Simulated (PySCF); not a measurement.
# H4O4Pb (Pb(OH)4): the cost of one run

Computed with PySCF 2.14.0. Level: BP86, Pb def2-SVP with ECP60, O def2-SVP, H def2-SVP; scalar-relativistic core potentials, no spin–orbit coupling.

2 further runs of the same task are left out: 2 for a known fault of the program. Runs told in other sessions of the task aren't counted.

## Step 1: Starting geometry

9 atoms, charge 0, spin multiplicity 1.

Bond lengths: Pb1–O2 1.918 Å, Pb1–O4 1.918 Å, Pb1–O6 1.918 Å, Pb1–O8 1.918 Å, O2–H3 0.966 Å, O4–H5 0.966 Å, O6–H7 0.966 Å, O8–H9 0.966 Å. Angles: O2–Pb1–O4 180.0°, O2–Pb1–O6 90.0°, O2–Pb1–O8 90.0°, O4–Pb1–O6 90.0°, O4–Pb1–O8 90.0°, O6–Pb1–O8 120.3°, Pb1–O2–H3 158.7°, Pb1–O4–H5 158.7°, Pb1–O6–H7 158.8°, Pb1–O8–H9 158.7°.

As a file:

```
Pb    0.00000    0.00000    0.00000
O     0.00000    0.00000    1.91840
H     0.00000    0.35000    2.81840
O     0.00000    0.00000   -1.91840
H     0.00000   -0.35000   -2.81840
O     1.68360    0.91970    0.00000
H     2.64120    1.04410    0.00000
O    -1.64390    0.98890    0.00000
H    -2.23460    1.75280    0.00000
```

Formal oxidation states: Pb +4.

## Step 2: SCF at the start, singlet

File run.py (the lines that set the calculation):

```python
mol = gto.M(atom='''
Pb     0.00000     0.00000     0.00000
O      0.00000     0.00000     1.91840
H      0.00000     0.35000     2.81840
O      0.00000     0.00000    -1.91840
H      0.00000    -0.35000    -2.81840
O      1.68360     0.91970     0.00000
H      2.64120     1.04410     0.00000
O     -1.64390     0.98890     0.00000
H     -2.23460     1.75280     0.00000''',
    basis={'Pb': 'def2-SVP', 'O': 'def2-SVP', 'H': 'def2-SVP'},
    ecp={'Pb': 'def2-SVP'},
    charge=0, spin=0)
mf = dft.RKS(mol, xc='B88,P86')
mf.grids.atom_grid = (50, 194)
mf = mf.density_fit()  # fitting sets: Pb def2-universal-JKFIT, O def2-universal-JKFIT, H def2-universal-JKFIT
mf.conv_tol = 1e-08; mf.max_cycle = 55
mf.kernel(dm0)  # dm0: free metal ions and neutral atoms
```

Launch:

```
$ OMP_NUM_THREADS=2 python run.py
```

Q: Estimate wall time and peak memory on 2 threads of Arm Neoverse V1, shared host.

About 3.7 s, with a peak of 0.59 GiB.
